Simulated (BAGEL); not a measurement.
# A workflow on CH4F2Si (SMILES C[SiH](F)F)

We compute the energy (HF/cc-pVDZ), then a single-point energy (NEVPT2(2,2)/cc-pVDZ), then a single-point energy (CASPT2(2,2)/cc-pVDZ) of CH4F2Si. 

The results are computed with BAGEL 1.2.2.

1 further run of the same task is left out (set aside as unsound or not needed).

## (1) The system as given

The species is CH4F2Si (8 atoms), meant as a singlet with charge 0. SMILES: `C[SiH](F)F`. The Si2–F3 distance was set to 4.454 Å, away from the relaxed value. At this shape a bond of the SMILES string is far longer than usual.

Bond lengths: C1–Si2 1.840 Å, Si2–F4 1.591 Å, C1–H5 1.092 Å, C1–H6 1.093 Å, C1–H7 1.093 Å, Si2–H8 1.477 Å. Angles: C1–Si2–F4 109.8°, C1–Si2–H8 114.8°, F4–Si2–H8 107.6°, Si2–C1–H5 110.7°, Si2–C1–H6 110.6°, Si2–C1–H7 110.6°, H5–C1–H6 108.3°, H5–C1–H7 108.3°, H6–C1–H7 108.2°.

## (2) A single-point energy at HF/cc-pVDZ (density fitting with svp-jkfit) (run 1)

input.json reads:

```json
{ "bagel": [

{
  "title": "molecule",
  "basis": "cc-pvdz.json",
  "df_basis": "svp-jkfit",
  "geometry": [
    { "atom": "C", "xyz": [ -6.12961770,  1.33657116, -0.48694274 ] },
    { "atom": "Si", "xyz": [ -4.77581791, -1.79451605,  0.18447695 ] },
    { "atom": "F", "xyz": [  3.62128217, -1.28180123,  0.42840091 ] },
    { "atom": "F", "xyz": [ -5.46500103, -3.70068280, -2.03519535 ] },
    { "atom": "H", "xyz": [ -5.42342705,  2.06846209, -2.28350536 ] },
    { "atom": "H", "xyz": [ -5.62997412,  2.67695390,  1.00216145 ] },
    { "atom": "H", "xyz": [ -8.18885226,  1.22828986, -0.59409021 ] },
    { "atom": "H", "xyz": [ -5.62128138, -2.94819385,  2.58140557 ] }
  ]
},
{
  "title": "hf"
},
{
  "title": "print",
  "file": "orbitals.molden",
  "orbitals": "true"
}

]}
```

The basis set cc-pVDZ is read from a file made from the Basis Set Exchange's data (not shown).

Started as:

```sh
BAGEL_NUM_THREADS=1 BAGEL input.json > input.out
```

What it wrote:

```text
* using 1 threads per process

  ===============================================================
  ===============================================================

  *** Geometry ***

  { "atom" : "C", "xyz" : [     -6.129618,      1.336571,     -0.486943 ] },
  { "atom" : "Si", "xyz" : [     -4.775818,     -1.794516,      0.184477 ] },
  { "atom" : "F", "xyz" : [      3.621282,     -1.281801,      0.428401 ] },
  { "atom" : "F", "xyz" : [     -5.465001,     -3.700683,     -2.035195 ] },
  { "atom" : "H", "xyz" : [     -5.423427,      2.068462,     -2.283505 ] },
  { "atom" : "H", "xyz" : [     -5.629974,      2.676954,      1.002161 ] },
  { "atom" : "H", "xyz" : [     -8.188852,      1.228290,     -0.594090 ] },
  { "atom" : "H", "xyz" : [     -5.621281,     -2.948194,      2.581406 ] },

  Number of auxiliary basis functions:      429

  Since a DF basis is specified, we compute 2- and 3-index integrals:
    o Being stored without compression. Storage requirement is 0.022 GB

  Number of basis functions:       80
  Number of electrons      :       42

    * METHOD: MOLECULE                             0.17

  *** RHF ***

  === Nuclear Repulsion ===
   139.9738799588

      * DIIS with orbital gradients will be used.

  === RHF iteration (cc-pvdz.json) ===
      0       -527.45371424          0.01731209           0.05
      1       -526.62792447          0.02232181           0.04
      2       -527.69970458          0.00873046           0.04
      3       -527.76673087          0.00444273           0.04
      4       -527.78560619          0.00211552           0.04
      5       -527.79264507          0.00113430           0.04
      6       -527.79591472          0.00091806           0.04
      7       -527.80104134          0.00095288           0.04
      8       -527.80265627          0.00049811           0.04
      9       -527.80374513          0.00026672           0.04
[... 12 lines of this table left out ...]
     22       -527.80403325          0.00000002           0.04
     23       -527.80403325          0.00000001           0.04
     24       -527.80403325          0.00000001           0.04
     25       -527.80403325          0.00000001           0.04
    * SCF iteration converged.

    * Permanent dipole moment:
           (    5.896456,    -0.628484,    -0.200259) a.u.

    * METHOD: HF                                   1.28

    * METHOD: PRINT                                0.02

  ===============================================================
```

Wall time 1.6 s (1 thread of Arm Neoverse V1, shared host); peak memory 0.15 GiB.

## (3) The energy at NEVPT2(2,2)/cc-pVDZ (density fitting with svp-jkfit) (run 2)

input.json reads:

```json
{ "bagel" : [

{
  "title" : "molecule",
  "basis" : "cc-pvdz.json",
  "df_basis" : "svp-jkfit",
  "geometry" : [
    { "atom" : "C", "xyz" : [ -6.12961770,  1.33657116, -0.48694274 ] },
    { "atom" : "Si", "xyz" : [ -4.77581791, -1.79451605,  0.18447695 ] },
    { "atom" : "F", "xyz" : [  3.62128217, -1.28180123,  0.42840091 ] },
    { "atom" : "F", "xyz" : [ -5.46500103, -3.70068280, -2.03519535 ] },
    { "atom" : "H", "xyz" : [ -5.42342705,  2.06846209, -2.28350536 ] },
    { "atom" : "H", "xyz" : [ -5.62997412,  2.67695390,  1.00216145 ] },
    { "atom" : "H", "xyz" : [ -8.18885226,  1.22828986, -0.59409021 ] },
    { "atom" : "H", "xyz" : [ -5.62128138, -2.94819385,  2.58140557 ] }
  ]
},
{ "title" : "hf" },
{ "title" : "casscf", "nstate" : 1, "nact" : 2, "nclosed" : 20, "active" : [21, 22], "maxiter" : 200, "natocc" : true },
{ "title" : "nevpt2", "nstate" : 1, "nact" : 2, "nclosed" : 20, "active" : [21, 22], "maxiter" : 200, "natocc" : true, "ncore" : 8 },
{ "title" : "print", "file" : "orbitals.molden", "orbitals" : true }

]}
```

The basis set cc-pVDZ is read from a file made from the Basis Set Exchange's data (not shown).

Started as:

```sh
BAGEL_NUM_THREADS=1 BAGEL input.json > input.out
```

What it wrote:

```text
* using 1 threads per process

  ===============================================================
  ===============================================================

  *** Geometry ***

  { "atom" : "C", "xyz" : [     -6.129618,      1.336571,     -0.486943 ] },
  { "atom" : "Si", "xyz" : [     -4.775818,     -1.794516,      0.184477 ] },
  { "atom" : "F", "xyz" : [      3.621282,     -1.281801,      0.428401 ] },
[... 4 lines of this table left out ...]
  { "atom" : "H", "xyz" : [     -5.621281,     -2.948194,      2.581406 ] },

  Number of auxiliary basis functions:      429

  Since a DF basis is specified, we compute 2- and 3-index integrals:
    o Being stored without compression. Storage requirement is 0.022 GB

[... 18 lines left out ...]
    * SCF iteration converged.
[... 1 line left out ...]
    * Permanent dipole moment:
[... 27 lines left out ...]
    * Second-order optimization converged. *
[... 1 line left out ...]
     guess   0:   closed 1.                   open ..

  === FCI iteration ===

      0  0      -527.70336355     1.57e-01      0.00
      1  0      -527.92010570     5.53e-02      0.00
      2  0 *    -527.95948204     5.61e-16      0.00

     * ci vector, state   0, <S^2> = 0.0000
       2.     0.7302913121
       .2    -0.6831358572

    * METHOD: CASSCF                               3.42

    * freezing 8 orbitals

  === DF-NEVPT2 calculation ===

    * 3-index integral transformation done
    * assembly done

      NEVPT2 correlation energy:   -0.5584081519      0.16

          (+0)     -0.4769999659
          (+0)'    -0.0101513579
          (+1)     -0.0191516702
          (+1)'    -0.0000000000
          (+2)     -0.0000080494
          (-1)     -0.0520827005
          (-1)'     0.0000000000
          (-2)     -0.0000144081

      NEVPT2 total energy:       -528.5178901932

    * METHOD: NEVPT2                               0.25

    * METHOD: PRINT                                0.02

  ===============================================================
```

It took 5.4 s on 1 thread of Arm Neoverse V1, shared host; peak memory 0.15 GiB.

## (4) The energy at CASPT2(2,2)/cc-pVDZ (density fitting with svp-jkfit) (run 3)

job.json reads:

```json
{ "bagel" : [

{
  "title" : "molecule",
  "basis" : "cc-pvdz.json",
  "df_basis" : "svp-jkfit",
  "angstrom" : false,
  "geometry" : [
    { "atom" : "C", "xyz" : [    -6.12961770,     1.33657116,    -0.48694274 ] },
    { "atom" : "Si", "xyz" : [    -4.77581791,    -1.79451605,     0.18447695 ] },
    { "atom" : "F", "xyz" : [     3.62128217,    -1.28180123,     0.42840091 ] },
    { "atom" : "F", "xyz" : [    -5.46500103,    -3.70068280,    -2.03519535 ] },
    { "atom" : "H", "xyz" : [    -5.42342705,     2.06846209,    -2.28350536 ] },
    { "atom" : "H", "xyz" : [    -5.62997412,     2.67695390,     1.00216145 ] },
    { "atom" : "H", "xyz" : [    -8.18885226,     1.22828986,    -0.59409021 ] },
    { "atom" : "H", "xyz" : [    -5.62128138,    -2.94819385,     2.58140557 ] }
  ]
},

{ "title" : "hf" },

{ "title" : "casscf", "nstate" : 1, "nact" : 2, "nclosed" : 20, "active" : [21, 22], "maxiter" : 200, "natocc" : true },

{ "title" : "print", "file" : "orbitals.molden", "orbitals" : true },

{ "title" : "smith", "method" : "caspt2", "ms" : true, "xms" : true, "sssr" : true, "shift" : 0.2, "shift_imag" : true, "ncore" : 8 }

]}
```

The basis set cc-pVDZ is read from a file made from the Basis Set Exchange's data (not shown).

Started as:

```sh
BAGEL_NUM_THREADS=1 BAGEL job.json > job.out
```

What it wrote:

```text
* using 1 threads per process

  ===============================================================
  ===============================================================

  *** Geometry ***

  { "atom" : "C", "xyz" : [     -6.129618,      1.336571,     -0.486943 ] },
  { "atom" : "Si", "xyz" : [     -4.775818,     -1.794516,      0.184477 ] },
  { "atom" : "F", "xyz" : [      3.621282,     -1.281801,      0.428401 ] },
[... 4 lines of this table left out ...]
  { "atom" : "H", "xyz" : [     -5.621281,     -2.948194,      2.581406 ] },

  Number of auxiliary basis functions:      429

  Since a DF basis is specified, we compute 2- and 3-index integrals:
    o Being stored without compression. Storage requirement is 0.022 GB

[... 18 lines left out ...]
    * SCF iteration converged.
[... 1 line left out ...]
    * Permanent dipole moment:
[... 27 lines left out ...]
    * Second-order optimization converged. *
[... 9 lines left out ...]
     * ci vector, state   0, <S^2> = 0.0000
[... 16 lines left out ...]
    * Zeroth order energy : state  0       -0.4672713113
[... 4 lines left out ...]
       #      aibj      arbs      arbi      airj      risj      airs      arst      rist         Etot      error   time
[... 2 lines left out ...]
       0  -0.47551  -0.00002  -0.05681  -0.02089  -0.00001  -0.01005  -0.00000   0.00000   -0.5633013  0.0004843   0.09
       1  -0.47552  -0.00002  -0.05686  -0.02090  -0.00001  -0.01008  -0.00000   0.00000   -0.5633945  0.0000388   0.07
       2  -0.47552  -0.00002  -0.05686  -0.02090  -0.00001  -0.01008  -0.00000  -0.00000   -0.5633952  0.0000039   0.07
       3  -0.47552  -0.00002  -0.05686  -0.02090  -0.00001  -0.01008  -0.00000  -0.00000   -0.5633952  0.0000005   0.08

      ------------------------------------------------------------------------------------------------------------------

    * CASPT2 energy : state  0     -528.5249525267
        w/o shift correction       -528.5228772573
        reference weight              0.8695268670

    * METHOD: SMITH                                0.49

  ===============================================================
```

Wall time 5.7 s (1 thread of Arm Neoverse V1, shared host); peak memory 0.17 GiB.

## (5) Outcome

| quantity | value |
| --- | --- |
| run 1, HF/cc-pVDZ: total energy | -527.80403 Eh |
| run 1, HF/cc-pVDZ: dipole moment | 15.08 D |
| run 1, HF/cc-pVDZ: HOMO energy | -7.39 eV |
| run 1, HF/cc-pVDZ: LUMO energy | -3.03 eV |
| run 1, HF/cc-pVDZ: HOMO–LUMO gap | 4.35 eV |
| run 2, NEVPT2(2,2)/cc-pVDZ: total energy | -528.51789 Eh |
| run 3, CASPT2(2,2)/cc-pVDZ: total energy | -528.52495 Eh |

**Reading.** One bond (run 1, HF/cc-pVDZ) is far stretched, which a spin-restricted single reference describes badly; a broken-symmetry solution may lie lower.
